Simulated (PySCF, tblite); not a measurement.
# Si₄NH₁₁, a small molecule taken as a stand-in for a surface group (Si site with back bonds [SiH3], [SiH3], N[SiH3]): NMR shifts, core binding energies and electronic excitations

What NMR shifts, core binding energies and electronic excitations should one expect for `[SiH3]N[SiH]([SiH3])[SiH3]`?

Programs: tblite 0.8.0 and PySCF 2.14.0. All values are calculated, for the isolated system unless a continuum is named. Atoms count from 0, parts from 1.

## 1. Starting point

16 atoms, charge 0, multiplicity 1; geometry: distance geometry start.

## 2. Geometry optimisation with GFN2-xTB

The job: settings as JSON, then the geometry in Å.

```
{"job": {"kind": "relax", "xc": "GFN2-xTB", "basis": "xTB"}, "charge": 0, "multiplicity": 1}
Si    -0.965916    -0.073778     1.862204
Si    -0.358348     2.077093     1.837087
Si    -1.837055    -0.637893    -0.108178
N      0.496984    -1.084482     2.185090
Si     1.893011    -0.915126     1.053395
H     -1.949402    -0.290620     2.886222
H      0.586063     2.276753     0.844139
H     -1.519849     2.883721     1.593475
H      0.186133     2.442070     3.096680
H     -1.266146     0.183851    -1.101791
H     -3.236110    -0.418358    -0.057067
H     -1.551231    -1.987283    -0.376505
H      0.309044    -2.036980     2.519332
H      2.641472     0.256211     1.404212
H      2.737797    -2.037082     1.128891
H      1.381515    -0.760370    -0.267601
```

Method: GFN2-xTB geometry optimisation, gas phase.

Run with:

```bash
> OMP_NUM_THREADS=1 python cluster_run.py task.json out
```

The driver reads the jobs from task.json and runs them one after another.

**Question.** The jobs that follow are: PBE0-D3(BJ)/def2-SVP geometry optimisation, gas phase; GIAO PBE0/pcSseg-1 NMR shielding, non-relativistic, gas phase; delta-SCF UKS SCAN, pcX-2 on the ionised atom, pcseg-1 elsewhere, spin-free X2C; TDDFT CAM-B3LYP/def2-SVPD, vertical, gas phase, core orbitals frozen in the response. Predict: point group; rotational constants (main isotopes); 1H shifts against TMS (PBE0/pcSseg-1); 29Si shifts against TMS (PBE0/pcSseg-1); 15N shifts against NH3 (PBE0/pcSseg-1); Si2p binding energies, SCAN/pcX-2; N1s binding energies, SCAN/pcX-2; lowest singlet (CAM-B3LYP/def2-SVPD); brightest single state of those computed; lowest triplet; vertical ionisation energy (ΔSCF).

**Answer**, as computed:

| quantity | value |
| --- | --- |
| point group | C1 |
| rotational constants (main isotopes) | 1.92, 1.19, 0.84 GHz |
| 1H shifts against TMS (PBE0/pcSseg-1) | 5.36, 4.75, 4.71, 4.56, 3.93, 3.82, 3.63, 3.48, 3.43, 3.37, -1.05 ppm |
| 29Si shifts against TMS (PBE0/pcSseg-1) | -37.8, -48.3, -104.5, -105.2 ppm |
| 15N shifts against NH3 (PBE0/pcSseg-1) | -6.6 ppm |
| Si2p binding energies, SCAN/pcX-2 | Si4 107.25, Si0 106.63, Si2 106.61, Si1 106.44 eV |
| N1s binding energies, SCAN/pcX-2 | N3 404.15 eV |
| lowest singlet (CAM-B3LYP/def2-SVPD) | 5.55 eV (223 nm), f = 0.005 |
| brightest single state of those computed | state 5, 6.87 eV, f = 0.156 |
| lowest triplet | 5.12 eV |
| vertical ionisation energy (ΔSCF) | 8.97 eV |

In words: The start of the PBE0/def2-SVP relaxation was shaken at random by about 0.01 Å, so part of the energy gained, and of the first lengths quoted, undoes that. Over 16 steps the energy fell by 0.286 eV; of the close pairs, Si4–H15 changed most, 1.446 to 1.493 Å (PBE0/def2-SVP). Hydrogens of an XH3 group are listed apart at this fixed geometry; free rotation makes them one line at their mean. At PBE0/pcSseg-1: Shielding is most anisotropic at Si0 (span 154 ppm, paramagnetic term -491 ppm). At SCAN/pcX-2: Si4 (silicon bonded to N, 3 H) binds its Si2p electron 0.81 eV more tightly than Si1 (silicon bonded to Si, 3 H). The first singlet state (HOMO→LUMO 0.94) lies at 5.55 eV and is weak; of the 6 states computed, the strongest absorption comes from state 5 at 6.87 eV. The lowest triplet lies 0.43 eV below the lowest singlet (triplets in Tamm-Dancoff, singlets in full TDDFT). ΔSCF puts the ionisation energy at 8.97 eV, 0.55 eV above −ε(HOMO). A capped cluster stands for the solid here, so long-range fields and strain are missing, and bands or shifts of the capping hydrogens have no counterpart in it.
